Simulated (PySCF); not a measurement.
**W(OH)₂: structure of the quintet**

Aim: relax W(OH)₂ as a quintet from a linear start, check by its vibrations whether the end is a minimum, and collect its spectrum and constants.

The runs use PySCF 2.14.0; PBE0, basis W def2-TZVP with ECP60, O def2-TZVP, H def2-TZVP, scalar-relativistic core potentials, no spin–orbit coupling, density fitting.

### 1 The starting structure

5 atoms, charge 0, spin multiplicity 5.

Bond lengths: W1–O2 2.000 Å, W1–O3 2.000 Å, O2–H4 0.960 Å, O3–H5 0.960 Å. Angles: O2–W1–O3 180.0°, W1–O2–H4 130.0°, W1–O3–H5 130.0°.

Coordinates in bohr (charge 0 multiplicity 5):
```
W     0.0000    0.0000    0.0000
O     0.0000    0.0000    3.7795
O     0.0000    0.0000   -3.7795
H    -1.3897    0.0000    4.9456
H     1.3897    0.0000   -4.9456
```

### 2 Finding the electronic state

One driver script runs all steps and calls PySCF; scf.py shows how it sets up the SCF of each step. The optimiser is the driver's own. After this first run the driver tries any further starts and a stability analysis.

Input file scf.py:

```python
from pyscf import gto, scf, dft
mol = gto.M(atom='''
W      0.000000     0.000000     0.000000
O      0.000000     0.000000     2.000000
O      0.000000     0.000000    -2.000000
H     -0.735400     0.000000     2.617100
H      0.735400     0.000000    -2.617100''',
    basis={'W': 'def2-TZVP', 'O': 'def2-TZVP', 'H': 'def2-TZVP'},
    ecp={'W': 'def2-TZVP'},
    charge=0, spin=4)
mf = dft.UKS(mol, xc='PBE0')
mf.grids.atom_grid = (50, 194)
aux = {'W': 'def2-universal-JKFIT', 'O': 'def2-universal-JKFIT', 'H': 'def2-universal-JKFIT'}
mf = mf.density_fit(auxbasis=aux)
mf.conv_tol = 1e-08
mf.diis_space = 10
mf.max_cycle = 60
mf.init_guess = 'minao'
mf.verbose = 4
mf.kernel()
```

Command:

```sh
OMP_NUM_THREADS=4 python axn.py task.json out
```

The runs that follow: Relaxation: linear start, quintet; Hessian and properties; Leaving the saddle point; Hessian and properties.

What does the calculation give? Wanted: minimum; geometry; wavenumbers; dipole moment; highest occupied, lowest empty level; polar-tensor charge of W1; zero-point energy; atomisation energy; ⟨S²⟩.

As calculated:

| quantity | value |
| --- | --- |
| minimum | quintet, C2 |
| geometry | O–H 0.962 Å (×2), W–O 1.916 Å (×2); H–O–W 122.7° (×2), O–W–O 142.6° |
| wavenumbers (cm⁻¹) | 108 (a), 374 (b), 476 (a), 653 (b), 664 (b), 685 (a), 716 (a), 3826 (b), 3828 (a) |
| dipole moment | 0.23 D |
| highest occupied, lowest empty level (either spin) | -5.11, -2.14 eV |
| polar-tensor charge of W1 | +0.97 e |
| zero-point energy | 67.8 kJ/mol |
| entropy at 298.15 K | 309.6 J/(mol K) |
| atomisation energy (no zero-point energy) | 1784 kJ/mol |
| ⟨S²⟩ | 6.013 |

In words: The linear start (C2h) ends in a minimum of C2 symmetry, after a stop at a saddle point 7.9 kJ/mol higher, from which it was pushed off along an imaginary mode. The strongest infrared band lies at 664 cm⁻¹ (b). Most of the spin sits on W1 (Mulliken spin 4.05, against 4 for the whole molecule). Other starts or spin states, not run here, may lie lower. One determinant may miss the lowest occupation of an open d or f shell. With an element this heavy the missing spin–orbit coupling can shift these numbers.
